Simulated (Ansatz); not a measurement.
**BaGa2H2: from the listed structure to its properties**

An exercise on one series of results from a longer session: the logs are not shown, and one member is left open.

Program: Ansatz 0.2.0. Level of theory: DFT PBEsol, scalar-relativistic, plane waves, PAW. These are calculated values, not measurements.

**The system as given**

Symmetry: P-3m1, No. 164, trigonal system. Conventional cell: a = 4.529 Å, b = 4.529 Å, c = 4.899 Å, α = 90.00°, β = 90.00°, γ = 120.00°. Ba (site symmetry -3m) has 6 H at 2.68 Å in its first shell of neighbours. Around Ga (site symmetry 3m) lie 1 H at 1.69 Å. H (site symmetry 3m) is surrounded by 1 Ga at 1.69 Å.

Coordinates:

```
Ba Ga H
1.0
     4.52860    0.00000    0.00000
    -2.26430    3.92188    0.00000
     0.00000    0.00000    4.89910
Ba Ga H
1 2 2
Direct
  0.00000 0.00000 0.00000
  0.33333 0.66667 0.46800
  0.66667 0.33333 0.53200
  0.33333 0.66667 0.12320
  0.66667 0.33333 0.87680
```

The structure comes from the Crystallography Open Database.

Set-up of the first run:

(A quick probe on a coarse mesh, which set the mesh and smearing, is not shown.)

input.yaml

```yaml
crystal:
  lattice:
    - [4.5285988553, 0.0, 0.0]
    - [-2.2642994276, 3.9218816522, 0.0]
    - [0.0, 0.0, 4.8991]
  atoms:
    - { symbol: Ba, position: [0.0, 0.0, 0.0] }
    - { symbol: Ga, position: [0.3333333333, 0.6666666667, 0.468] }
    - { symbol: Ga, position: [0.6666666667, 0.3333333333, 0.532] }
    - { symbol: H, position: [0.3333333333, 0.6666666667, 0.1232] }
    - { symbol: H, position: [0.6666666667, 0.3333333333, 0.8768] }
basis:
  ecutwfc: 420
kpoints:
  mp_grid: { grid: [12, 12, 8] }
hamiltonian:
  xc: pbesol
scf:
  occupations: { method: gaussian, width: 0.1 }
output:
  forces: true
  stress: true
  eigenvalues: true
relax:
  adjacent_minimum: "off"
  f_tol: 0.005
  max_steps: 80
  cell: { stress_tol: 0.05 }
```

Command:

```bash
ansatz run input.yaml --threads 1 --pin off --max-ram 2560MiB --backend cpu --events-out ev --progress --plain --runs-dir out
```

Steps of the session up to this table: The relaxation; Bands, states and charges; The cell scaled to 0.97 of its volume; Point at V/V0 = 1.03; Volume × 0.94; Volume × 1.06.

One table of the session follows, with a row left open; its other results are not shown here.

It belongs to the step «Fit of the equation of state». 

```
volume (Å³/atom)  energy above the lowest point (meV/atom)  pressure (GPa)
          15.659                                       8.9            3.05
          16.159                                       2.1            1.40
          16.659                                       0.0           -0.04
          17.158                                         ?               ?
          17.658                                       7.7           -2.33
```

Estimate the missing values for volume (Å³/atom) = 17.158.

Worked estimate for «energy above the lowest point (meV/atom)». A straight line through the neighbours (16.659, 0.0) and (17.658, 7.7) gives 0.0 + (7.7 − 0.0) × (17.158 − 16.659) / (17.658 − 16.659) = 3.8; a parabola fitted to 3 rows on both sides gives 1.9.

**Answer.** energy above the lowest point (meV/atom): 2.1; pressure (GPa): -1.27. In «energy above the lowest point (meV/atom)» the line misses by +1.7 and the parabola by -0.2.

Caveats from the session: The projections leave out shells that the potentials don't hold, such as empty d states.
